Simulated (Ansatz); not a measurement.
# SnO: the cost of one run

Method: DFT PBE+D3(BJ), scalar-relativistic, plane waves, PAW, in Ansatz 0.2.0.

18 further runs of the same task are left out: 18 set aside as unsound or not needed.

**1. Starting point**

The structure is tetragonal, space group P4/nmm (No. 129). Conventional cell: a = 3.515 Å, b = 3.515 Å, c = 30.633 Å, α = 90.00°, β = 90.00°, γ = 90.00°. Sn (site symmetry 4mm) is surrounded by 4 O at 2.10 Å. Around O (site symmetry -4m2) lie 4 Sn at 2.10 Å.

As a file:

```
Sn O
1.0
     3.51500    0.00000    0.00000
     0.00000    3.51500    0.00000
     0.00000    0.00000   30.63340
Sn O
2 2
Direct
  0.50000 0.00000 0.46275
  0.00000 0.50000 0.53725
  0.00000 0.00000 0.50000
  0.50000 0.50000 0.50000
```

This is the geometry of the first run shown, built on a cell relaxed beforehand with the same method.

**2. The scan**

Atoms count from 1 in the order of the input.

The lattice constant and the thickness of a sheet are varied, nothing relaxed.

First coordinate, lattice constant a of the sheet (both vectors scaled alike): 7 values from 3.515 to 4.126 Å. Second coordinate, thickness: height of Sn4 above Sn1, all heights scaled alike: 7 values from 2.118 to 2.610 Å.

Nothing else is relaxed. Points are written as (first, second).

**3. The run at (3.515 Å, 2.282 Å)**

The sheet is isolated along c: the input cuts the Coulomb interaction between periodic copies.

input.yaml reads:

```yaml
crystal:
  lattice:
    - [3.515, 0.0, 0.0]
    - [0.0, 3.515, 0.0]
    - [0.0, 0.0, 30.6334027786]
  atoms:
    - { symbol: Sn, position: [0.5, 0.0, 0.4627530768] }
    - { symbol: O, position: [0.0, 0.0, 0.5] }
    - { symbol: O, position: [0.5, 0.5, 0.5] }
    - { symbol: Sn, position: [0.0, 0.5, 0.5372469232] }
  periodic: [true, true, false]
basis:
  ecutwfc: 420
kpoints:
  mp_grid: { grid: [6, 6, 1] }
hamiltonian:
  xc: pbe
  dispersion: d3bj
scf:
  occupations: { method: gaussian, width: 0.02 }
output:
  forces: true
  stress: true
  eigenvalues: true
```

Command:

```console
ansatz run input.yaml --threads 1 --pin off --max-ram 3072MiB --backend cpu --events-out ev --progress --plain --runs-dir out
```

**Question.** How long does this run take on 1 thread of AMD EPYC 7R43 (Zen 3), shared host, and how much memory does it need?

About 7.6 s, with a peak of 0.55 GiB.
